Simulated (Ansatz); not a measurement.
# WCl₂O₂: basis-set convergence

The task here is to estimate one member of a computed series from the others.

The runs use Ansatz 0.2.0, Gaussian basis; one geometry, several basis sets.

Plan: PBE0-D4/def2-SVP; ωB97M-V/def2-SVP; PBE0-D4/def2-QZVPP; ωB97M-V/def2-QZVPP; the functionals' def2-TZVPP values are taken from earlier runs.

## Structure used throughout

An earlier PBE0-D4 in a triple-zeta def2 set relaxation fixed the geometry. W takes the def2 core potential; no spin-orbit term is included.

SMILES `[O]=[W](=[O])([Cl])[Cl]`, 5 atoms, charge 0, spin multiplicity 1.

Atoms are counted from 1 here; the program's logs count them from 0.

Bond lengths: O1–W2 1.692 Å, W2–O3 1.692 Å, W2–Cl4 2.254 Å, W2–Cl5 2.254 Å. Angles: O1–W2–O3 106.7°, O1–W2–Cl4 109.1°, O1–W2–Cl5 109.2°, O3–W2–Cl4 109.1°, O3–W2–Cl5 109.2°, Cl4–W2–Cl5 113.4°.

Coordinates:

```mol
Cl2O2W
  3D, bonds by distance, orders not assigned

  5  4  0  0  0  0  0  0  0  0999 V2000
   -0.1256   -0.6626    1.6097 O   0  0
    0.0647   -0.0737    0.0348 W   0  0
    1.4612   -0.7964   -0.5905 O   0  0
   -1.7090   -0.7003   -1.2063 Cl  0  0
    0.3585    2.1594    0.1109 Cl  0  0
  1  2  8  0
  2  3  8  0
  2  4  8  0
  2  5  8  0
M  END
```

The first run:

in.yaml reads:

```yaml
crystal:
  periodic: [false, false, false]
  atoms:
    - {symbol: O, position_ang: [-0.125595, -0.662650, 1.609716]}
    - {symbol: W, position_ang: [0.064699, -0.073690, 0.034767]}
    - {symbol: O, position_ang: [1.461222, -0.796397, -0.590507]}
    - {symbol: Cl, position_ang: [-1.708955, -0.700315, -1.206288]}
    - {symbol: Cl, position_ang: [0.358528, 2.159351, 0.110913]}
basis:
  gaussian: {orbitals: def2-SVP}
hamiltonian: {xc: pbe0, dispersion: d4}
output: {orbitals: {seedname: orbitals}}
```

Run with:

```console
ansatz run in.yaml --threads 4 --pin off --events-out ev --progress --plain --max-ram 10444MiB
```

Steps of the session up to this table: PBE0-D4 in def2-SVP; ωB97M-V in def2-SVP; PBE0-D4 in def2-QZVPP; ωB97M-V in def2-QZVPP.

One of the session's tables, all rows but one given; the rest of the session is left out.

It belongs to the step «Functionals by basis». 

```
functional       basis  HOMO (eV)  LUMO (eV)
   PBE0-D4    def2-SVP      -9.79      -3.21
   PBE0-D4  def2-TZVPP      -9.71      -3.27
   PBE0-D4  def2-QZVPP      -9.72      -3.30
   ωB97M-V    def2-SVP     -12.12      -1.12
   ωB97M-V  def2-TZVPP     -12.06      -1.21
   ωB97M-V  def2-QZVPP          ?          ?
```

Estimate the missing values for ωB97M-V, def2-QZVPP.

**Answer.** HOMO (eV): -12.08; LUMO (eV): -1.25. In the column «HOMO (eV)» it lies between ωB97M-V, def2-SVP (-12.12) and ωB97M-V, def2-TZVPP (-12.06).
